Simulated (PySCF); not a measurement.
# CH2FNSi (SMILES FC1=N[SiH2]1): a chain of runs

We compute a saddle-point search (HF/6-311+G*), then the harmonic vibrations, then the energy, then a single-point energy (PW6B95-D3(BJ)/6-31G*), then the energy of CH2FNSi. The job is set up through a Python script.

The calculation is run with PySCF 2.14.0.

## Step 1: Starting point

CH2FNSi: 6 atoms, total charge 0, spin state singlet. SMILES: `FC1=N[SiH2]1`. The run starts from this shape.

Bond lengths: F1–C2 1.313 Å, C2–N3 1.261 Å, C2–Si4 1.766 Å, N3–Si4 1.801 Å, Si4–H5 1.477 Å. Angles: F1–C2–N3 128.8°, F1–C2–Si4 160.4°, N3–C2–Si4 70.8°, C2–N3–Si4 67.8°, C2–Si4–N3 41.4°, C2–Si4–H5 122.2°, N3–Si4–H5 118.8°. A long bond or contact: C2–H6 1.772 Å.

## Step 2: A saddle-point search at HF/6-311+G(d) (density fitting with cc-pvdz-jkfit, Cartesian functions) (run 1)

mol.xyz

```xyz
6

F      1.423100    -1.608300     0.851500
C      0.513000    -0.815400     0.333600
N     -0.624100    -1.110900    -0.124500
Si    -0.284400     0.654600    -0.233900
H      0.001700     1.243400    -1.557500
H     -0.313232     0.243484     1.489539
```

job.py

```python
from pyscf import gto
from pyscf.geomopt.geometric_solver import kernel as optimise

mol = gto.Mole()
mol.atom = 'mol.xyz'
mol.verbose = 3
mol.charge = 0
mol.cart = True
mol.basis = '6-311+g*'
mol.max_memory = 1860
mol.build()

mf = mol.RHF()
mf = mf.density_fit(auxbasis='cc-pvdz-jkfit')
converged, mol_eq = optimise(mf, maxsteps=60, transition=True, hessian=True)
print('converged:', converged)
print(mol_eq.tostring())

mf.reset(mol_eq)
mol = mol_eq
mf.kernel()
energy = mf.e_tot
print(f'total energy: {energy:.8f} hartree')
```

Run with:

```sh
$ OMP_NUM_THREADS=1 python job.py
```

Output:

```text
converged SCF energy = -481.684053756028

[... 83 lines left out ...]
1 Imaginary Frequencies (cm^-1): 904.805i
[... 73 lines left out ...]
converged SCF energy = -481.68348748991
[... 191 lines left out ...]
converged SCF energy = -481.721272967352
[... 191 lines left out ...]
converged SCF energy = -481.749719117038
[... 191 lines left out ...]
converged SCF energy = -481.755024472062
[... 191 lines left out ...]
converged SCF energy = -481.755553488162
[... 171 lines left out ...]
converged SCF energy = -481.755541917477
[... 182 lines left out ...]
Converged! =D
[... 1 line left out ...]
converged: True
F           1.56981193       -1.42405182        0.53892620
C           0.41554186       -1.06875972        0.18261049
N          -0.65134391       -1.38418635       -0.17984340
Si         -0.74649362        0.63448117       -0.11402042
H           0.43430973        0.97756374       -0.96117436
H          -0.30567714        0.87078615        1.29300603
converged SCF energy = -481.755537127653
total energy: -481.75553713 hartree
```

Wall time 4 min (1 thread of AMD EPYC (Zen 3), shared host); peak memory 0.9 GiB.

The path in brief:

| step | energy from the first frame kept (eV) | largest force (eV/Å) |
| --- | --- | --- |
| 0 | 0.0000 | 4.1752 |
| 2 | 0.0104 | 4.0158 |
| 4 | 0.0029 | 3.4239 |
| 6 | -0.1739 | 2.5557 |
| 8 | -0.5823 | 2.3965 |
| 10 | -0.8892 | 2.1820 |
| 12 | -1.2148 | 2.2998 |
| 14 | -1.3922 | 1.4449 |
| 16 | -1.5988 | 1.2493 |
| 18 | -1.7401 | 0.8734 |
| 20 | -1.8311 | 0.6237 |
| 22 | -1.8907 | 0.6376 |
| 24 | -1.9203 | 0.7733 |
| 26 | -1.9296 | 0.2752 |
| 28 | -1.9336 | 0.1728 |
| 30 | -1.9411 | 0.2741 |
| 32 | -1.9431 | 0.1105 |
| 34 | -1.9458 | 0.1385 |
| 36 | -1.9457 | 0.1362 |
| 38 | -1.9458 | 0.1198 |
| 40 | -1.9456 | 0.0851 |
| 42 | -1.9453 | 0.0685 |
| 44 | -1.9452 | 0.0564 |
| 46 | -1.9452 | 0.0474 |
| 48 | -1.9452 | 0.0328 |
| 49 | -1.9452 | 0.0171 |

After the run. Bond lengths: F1–C2 1.259 Å, C2–N3 1.170 Å, N3–Si4 2.022 Å, Si4–H5 1.493 Å, Si4–H6 1.493 Å. Angles: F1–C2–N3 147.9°, C2–N3–Si4 76.3°, N3–Si4–H5 100.0°, N3–Si4–H6 100.1°, H5–Si4–H6 105.4°. A long bond or contact: C2–Si4 2.083 Å.

## Step 3: The harmonic vibrations at HF/6-311+G(d) (density fitting with cc-pvdz-jkfit, Cartesian functions) (run 2)

geometry.xyz

```xyz
6
CH2FNSi
F      1.505142    -0.896928     0.445224
C      0.350872    -0.541636     0.088908
N     -0.716014    -0.857062    -0.273545
Si    -0.811164     1.161605    -0.207722
H      0.370700     1.504841    -1.058104
H     -0.369287     1.398063     1.196076
```

run.py

```python
from pyscf import gto, scf, symm
from pyscf.hessian import thermo

mol = gto.Mole()
mol.atom = 'geometry.xyz'
mol.spin = 0
mol.charge = 0
mol.max_memory = 1860
mol.cart = True
mol.verbose = 3
mol.basis = '6-311+g*'
mol.build()

myscf = scf.RHF(mol)
myscf = myscf.density_fit(auxbasis='cc-pvdz-jkfit')
myscf.kernel()

etot = myscf.e_tot
print('E(%s) = %.9f' % ('HF', etot))
hess = myscf.Hessian().kernel()
modes = thermo.harmonic_analysis(mol, hess)
thermo.dump_normal_mode(mol, modes)
symm.geom.TOLERANCE = 1e-3  # for the symmetry number
th = thermo.thermo(myscf, modes['freq_au'], 500, 101325)
thermo.dump_thermo(mol, th)
```

Run with:

```sh
$ OMP_NUM_THREADS=1 python run.py
```

Output:

```text
converged SCF energy = -481.755532660871
[... 67 lines left out ...]
Gibbs free energy [Eh] -481.77882
```

Run time: 69 s. Hardware: 1 thread of AMD EPYC (Zen 3), shared host; peak memory 0.88 GiB.

## Step 4: The energy at HF/6-311+G(d) (density fitting with cc-pvdz-jkfit, Cartesian functions) (run 4)

start.xyz

```xyz
6
CH2FNSi
F      1.423100    -1.608300     0.851500
C      0.513000    -0.815400     0.333600
N     -0.624100    -1.110900    -0.124500
Si    -0.284400     0.654600    -0.233900
H      0.001700     1.243400    -1.557500
H     -0.987300     1.572700     0.684600
```

calc.py

```python
# FC1=N[SiH2]1
from pyscf import gto

mol = gto.M(
    atom='start.xyz',
    max_memory=1860,
    verbose=3,
    cart=True,
    basis='6-311+g*',
)

myscf = mol.RHF()
myscf = myscf.density_fit(auxbasis='cc-pvdz-jkfit')
myscf.kernel()

e_final = myscf.e_tot
print('E = %.10f Eh' % e_final)
```

Run with:

```sh
$ OMP_NUM_THREADS=1 python calc.py
```

Output:

```text
converged SCF energy = -481.837382590569
E = -481.8373825906 Eh
```

Wall time 3.3 s (1 thread of AMD EPYC (Zen 3), shared host); peak memory 0.15 GiB.

## Step 5: A single-point energy at PW6B95-D3(BJ)/6-31G(d) (sfX2C, density fitting with def2-universal-jkfit, spherical functions, SMD diethylether) (run 5)

run.py

```python
from pyscf import gto, dft, solvent

mol = gto.Mole()
mol.atom = '''
F      1.569812    -1.424052     0.538926
C      0.415542    -1.068760     0.182610
N     -0.651344    -1.384186    -0.179843
Si    -0.746494     0.634481    -0.114020
H      0.434310     0.977564    -0.961174
H     -0.305677     0.870786     1.293006
'''
mol.max_memory = 1860
mol.charge = 0
mol.basis = '6-31g*'
mol.verbose = 4
mol.build()

mf = dft.RKS(mol)
mf.xc = 'pw6b95'
mf = mf.x2c()
mf = mf.density_fit(auxbasis='def2-universal-jkfit')
mf = mf.SMD()
mf.with_solvent.solvent = 'diethylether'
mf.disp = 'd3bj'
mf.kernel()

energy = mf.e_tot
print('Final energy', energy)
```

Run with:

```sh
$ OMP_NUM_THREADS=1 python run.py
```

Output:

```text
PySCF version 2.14.0

[... 71 lines left out ...]
Solvent Energy = -0.000289915047865115
[... 11 lines left out ...]
Solvent Energy = -0.00160099179460415
[... 9 lines left out ...]
Solvent Energy = -0.00227355413562186
[... 9 lines left out ...]
Solvent Energy = -0.0025493633597541
[... 9 lines left out ...]
Solvent Energy = -0.00253051954043004
[... 9 lines left out ...]
Solvent Energy = -0.002531671309664
[... 6 lines left out ...]
converged SCF energy = -484.395707260795
Final energy -484.39570726079506
```

Run time: 60 s. Hardware: 1 thread of AMD EPYC (Zen 3), shared host; peak memory 0.48 GiB.

## Step 6: A single-point energy at PW6B95-D3(BJ)/6-31G(d) (sfX2C, density fitting with def2-universal-jkfit, spherical functions, SMD diethylether) (run 6)

run.py

```python
from pyscf import gto, dft, solvent

mol = gto.M(
    atom='''
F    1.423100  -1.608300   0.851500
C    0.513000  -0.815400   0.333600
N   -0.624100  -1.110900  -0.124500
Si  -0.284400   0.654600  -0.233900
H    0.001700   1.243400  -1.557500
H   -0.987300   1.572700   0.684600
''',
    max_memory=1860,
    verbose=4,
    basis='6-31g*',
)

calc0 = dft.RKS(mol, xc='pw6b95')
calc0 = calc0.sfx2c1e()
calc0 = calc0.density_fit(auxbasis='def2-universal-jkfit')
calc0 = calc0.SMD()
calc0.with_solvent.solvent = 'diethylether'
calc0.disp = 'd3bj'
calc0.kernel()

etot = calc0.e_tot
print('Final energy', etot)
```

Run with:

```sh
$ OMP_NUM_THREADS=1 python run.py
```

Output:

```text
PySCF version 2.14.0

[... 71 lines left out ...]
Solvent Energy = -0.000293264272627856
[... 11 lines left out ...]
Solvent Energy = -0.00136696350913052
[... 9 lines left out ...]
Solvent Energy = -0.00419149931289001
[... 9 lines left out ...]
Solvent Energy = -0.00429156086864716
[... 9 lines left out ...]
Solvent Energy = -0.00431473610983846
[... 9 lines left out ...]
Solvent Energy = -0.00431526055814283
[... 6 lines left out ...]
converged SCF energy = -484.457209636748
Final energy -484.4572096367481
```

It took 79 s on 1 thread of AMD EPYC (Zen 3), shared host; peak memory 0.47 GiB.

## Step 7: Results

| quantity | value |
| --- | --- |
| run 1, HF/6-311+G*: total energy at the end | -481.75554 Eh |
| run 1, HF/6-311+G*: dipole moment | 1.48 D |
| run 1, HF/6-311+G*: HOMO energy | -8.68 eV |
| run 1, HF/6-311+G*: LUMO energy | 0.74 eV |
| run 1, HF/6-311+G*: HOMO–LUMO gap | 9.42 eV |
| run 2, HF/6-311+G*: total energy | -481.75553 Eh |
| run 2, HF/6-311+G*: lowest harmonic wavenumber | 612i cm⁻¹ (imaginary) |
| run 2, HF/6-311+G*: highest harmonic wavenumber | 2289 cm⁻¹ |
| run 4, HF/6-311+G*: total energy | -481.83738 Eh |
| run 4, HF/6-311+G*: dipole moment | 3.69 D |
| run 4, HF/6-311+G*: HOMO energy | -10.73 eV |
| run 4, HF/6-311+G*: LUMO energy | 1.14 eV |
| run 4, HF/6-311+G*: HOMO–LUMO gap | 11.87 eV |
| run 5, PW6B95-D3(BJ)/6-31G*: total energy | -484.39571 Eh |
| run 5, PW6B95-D3(BJ)/6-31G*: dipole moment | 1.97 D |
| run 5, PW6B95-D3(BJ)/6-31G*: HOMO energy | -6.55 eV |
| run 5, PW6B95-D3(BJ)/6-31G*: LUMO energy | -1.68 eV |
| run 5, PW6B95-D3(BJ)/6-31G*: HOMO–LUMO gap | 4.88 eV |
| run 5, PW6B95-D3(BJ)/6-31G*: dispersion energy | -5.37 kJ/mol |
| run 5, PW6B95-D3(BJ)/6-31G*: solvent term in the energy | -6.6 kJ/mol |
| run 6, PW6B95-D3(BJ)/6-31G*: total energy | -484.45721 Eh |
| run 6, PW6B95-D3(BJ)/6-31G*: dipole moment | 3.05 D |
| run 6, PW6B95-D3(BJ)/6-31G*: HOMO energy | -7.43 eV |
| run 6, PW6B95-D3(BJ)/6-31G*: LUMO energy | -0.54 eV |
| run 6, PW6B95-D3(BJ)/6-31G*: HOMO–LUMO gap | 6.89 eV |
| run 6, PW6B95-D3(BJ)/6-31G*: dispersion energy | -5.24 kJ/mol |

What this shows: 1 mode is imaginary (lowest 612i cm⁻¹): a first-order saddle point. Mulliken charges (run 2, HF/6-311+G*) run from -0.22 on N3 to +0.29 on Si4; in a basis this large or diffuse they mean little. Mulliken charges (run 6, PW6B95-D3(BJ)/6-31G*) run from -0.44 on N3 to +0.39 on C2.
